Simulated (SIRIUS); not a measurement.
A run of SIRIUS 7.12.0 is set up as follows.

The input sirius.json:

```json
{
  "control": {
    "processing_unit": "cpu",
    "verbosity": 2,
    "num_bands_to_print": 46,
    "print_forces": true,
    "print_stress": true
  },
  "parameters": {
    "electronic_structure_method": "pseudopotential",
    "xc_functionals": ["XC_GGA_X_PBE_SOL", "XC_GGA_C_PBE_SOL"],
    "gk_cutoff": 9.8,
    "pw_cutoff": 19.6,
    "ngridk": [12, 12, 4],
    "shiftk": [0, 0, 0],
    "smearing": "fermi_dirac",
    "smearing_width": 0.0018374661,
    "num_bands": 46,
    "num_mag_dims": 1,
    "num_dft_iter": 100,
    "energy_tol": 1e-08,
    "density_tol": 1e-06
  },
  "iterative_solver": {
    "type": "davidson",
    "min_tolerance": 1e-10
  },
  "mixer": {
    "type": "anderson",
    "beta": 0.5,
    "max_history": 8
  },
  "settings": {
    "tol_ne": 1e-10,
    "pseudo_grid_cutoff": 6.5,
    "smooth_initial_mag": true
  },
  "unit_cell": {
    "lattice_vectors": [
      [1.0, 0.0, 0.0],
      [-0.50000000002, 0.866025403793, 0.0],
      [0.0, 0.0, 3.273843974488]
    ],
    "lattice_vectors_scale": 4.6686851399,
    "atom_coordinate_units": "lattice",
    "atom_types": ["Co"],
    "atom_files": {
      "Co": "Co.json"
    },
    "atoms": {
      "Co": [
        [0.6666666667, 0.3333333333, 0.75, 0.0, 0.0, 2.0],
        [0.0, 0.0, 0.5, 0.0, 0.0, 2.0],
        [0.3333333333, 0.6666666667, 0.25, 0.0, 0.0, 2.0],
        [0.0, 0.0, 0.0, 0.0, 0.0, 2.0]
      ]
    }
  }
}
```

Potentials or basis: PseudoDojo 0.4.1 PBEsol standard (scalar relativistic).

Run with:

```bash
$ upf_to_json Co.upf
$ OMP_NUM_THREADS=4 sirius.scf --input=sirius.json --output=out.json --task=0
```

Question: Estimate the net moment.

Answer: 6.60 μB per cell.

Question: What does it give for the band gap on the k mesh?

Answer: None (metal or under the smearing width).

Question: Estimate the pressure.

Answer: -5.8 GPa.

Question: Estimate the absolute moment.

Answer: 7.16 μB per cell.

Stress tensor (GPa, compression positive):
```
-4.44  0.00  0.00
 0.00 -4.44  0.00
 0.00  0.00 -8.44
```
